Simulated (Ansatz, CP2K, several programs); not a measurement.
## ZnInGaO4 (R3m): methods side by side

A 7-atom cell of ZnInGaO4 (R3m) from a materials database, relaxed with r2SCAN in Ansatz, was computed with several methods. It is trigonal, R3m (No. 160); conventional cell a = 3.310 Å, c = 25.764 Å, 11.64 Å³ an atom. Around Zn lie 4 O at 1.97–1.99 Å; around In lie 6 O at 2.19 Å; around Ga lie 5 O at 1.91–1.97 Å; around O lie 1 Zn at 1.97 Å and 3 In at 2.19 Å; around O lie 1 Ga at 1.95 Å and 3 In at 2.19 Å; around O lie 3 Ga at 1.91 Å; around O lie 1 Ga at 1.97 Å and 3 Zn at 1.99 Å. The values are computed, spin-unpolarised, and not measurements.

Space group R3m:H (No. 160). a = 3.310 Å, b = 3.310 Å, c = 25.764 Å, α = 90.00°, β = 90.00°, γ = 120.00°
```json
{"atom": "Zn", "site": "3a", "symmetry": "3m", "x": "0.6667", "y": "0.3333", "z": "0.1146"}
{"atom": "In", "site": "3a", "symmetry": "3m", "x": "0.6667", "y": "0.3333", "z": "0.3303"}
{"atom": "Ga", "site": "3a", "symmetry": "3m", "x": "0.0000", "y": "0.0000", "z": "0.2129"}
{"atom": "O", "site": "3a", "symmetry": "3m", "x": "0.6667", "y": "0.3333", "z": "0.0381"}
{"atom": "O", "site": "3a", "symmetry": "3m", "x": "0.0000", "y": "0.0000", "z": "0.2886"}
{"atom": "O", "site": "3a", "symmetry": "3m", "x": "0.6667", "y": "0.3333", "z": "0.2123"}
{"atom": "O", "site": "3a", "symmetry": "3m", "x": "0.0000", "y": "0.0000", "z": "0.1365"}
```

Gaps and times are for a single point on this cell; volume and bulk modulus come from each method's own relaxation or energy curve at fixed shape, which is too stiff where a cell has free coordinates or axes. Times are rough, from shared hosts (Arm Neoverse V2), and each method has its own mesh and cell size. A double dagger marks a value from a curve with shape and coordinates held. A star marks a curve whose lowest point is an end point. Gaps from k meshes are read at a limited set of points (mesh, symmetry points, PBE's band edges), so each method's own least gap may be somewhat smaller. Minimal bases can be far off for gaps. d marks a direct gap, i an indirect one (no mark: not told apart), a dash a value that wasn't computed or didn't pass its checks.

```
                          method              kind  gap (eV)  own volume (Å³/atom)  bulk modulus (GPa)  atoms computed  processor time
light PBE (260 eV, its own mesh)  light plane-wave    1.35 d                     –                   –               7           3.3 s
                             PBE         semilocal    1.29 d                 12.13                156‡               7            33 s
                          r2SCAN         semilocal    1.77 d                 11.64                183‡               7            81 s
                  PBE/SZV (CP2K)       small basis    1.04 d               13.01*‡                   –               7           110 s
                 PBE/DZVP (CP2K)       small basis    1.25 d                12.35‡                148‡               7         3.9 min
```

Against r2SCAN (1.77 eV) the nearest gap at the points sampled is that of light PBE (260 eV, its own mesh) (-0.41 eV) and the farthest that of PBE/SZV (CP2K) (-0.73 eV). r2SCAN is only a yardstick of convenience: semilocal gaps usually lie below measured ones, which GLLB-SC and hybrids aim to mend.

Volumes against r2SCAN's: PBE +4.2 %.

Runs without a result: GLLB-SC (GPAW) (single point, out of time).

The runs are scalar-relativistic, without spin-orbit coupling.
